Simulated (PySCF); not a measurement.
# C2H7NSi: the cost of one run

Computed with PySCF 2.14.0, with density-fitted response routines of our own, on a single molecule in the gas phase. Atoms count from 0, in the outputs and in this text.

### 1 Starting geometry

11 atoms, charge 0, multiplicity 1; geometry from: GFN2-xTB. The atoms were then displaced at random by about 0.01 Å, so the start is not that level's minimum.

Bonds of the start (Å): C0–C1 1.30, C1–Si2 1.87, Si2–N3 1.77, C0–H4 1.11, C0–H5 1.07, C1–H6 1.09, Si2–H7 1.47, Si2–H8 1.44, N3–H9 0.97, N3–H10 1.00.

### 2 Geometry optimisation at PBE0-D3(BJ)/def2-SVP

Job settings and geometry (Å):

```
{"job": {"xc": "PBE0", "basis": "def2-SVP", "d3": "d3bj", "grid": 1, "shake": 0.01, "kind": "geom"}, "charge": 0, "multiplicity": 1}
C     -2.026440     0.158200    -0.354360
C     -0.899930     0.325950     0.270950
Si     0.638820    -0.676700    -0.078340
N      1.995210     0.444860     0.107660
H     -2.925950     0.764280    -0.134850
H     -2.174610    -0.535230    -1.151010
H     -0.823190     1.071260     1.060220
H      0.912470    -1.690400     0.949120
H      0.538970    -1.308580    -1.372130
H      2.902500     0.090310     0.075610
H      1.900260     1.330230    -0.348610
```

Launch:

```
$ OMP_NUM_THREADS=1 python probes_run.py task.json out
```

The driver reads the jobs from task.json and runs them one after another.

**Question.** How long does this first job take on 1 thread of Arm Neoverse V1, shared host, and how much memory does it need?

About 23 s, with a peak of 0.39 GiB.
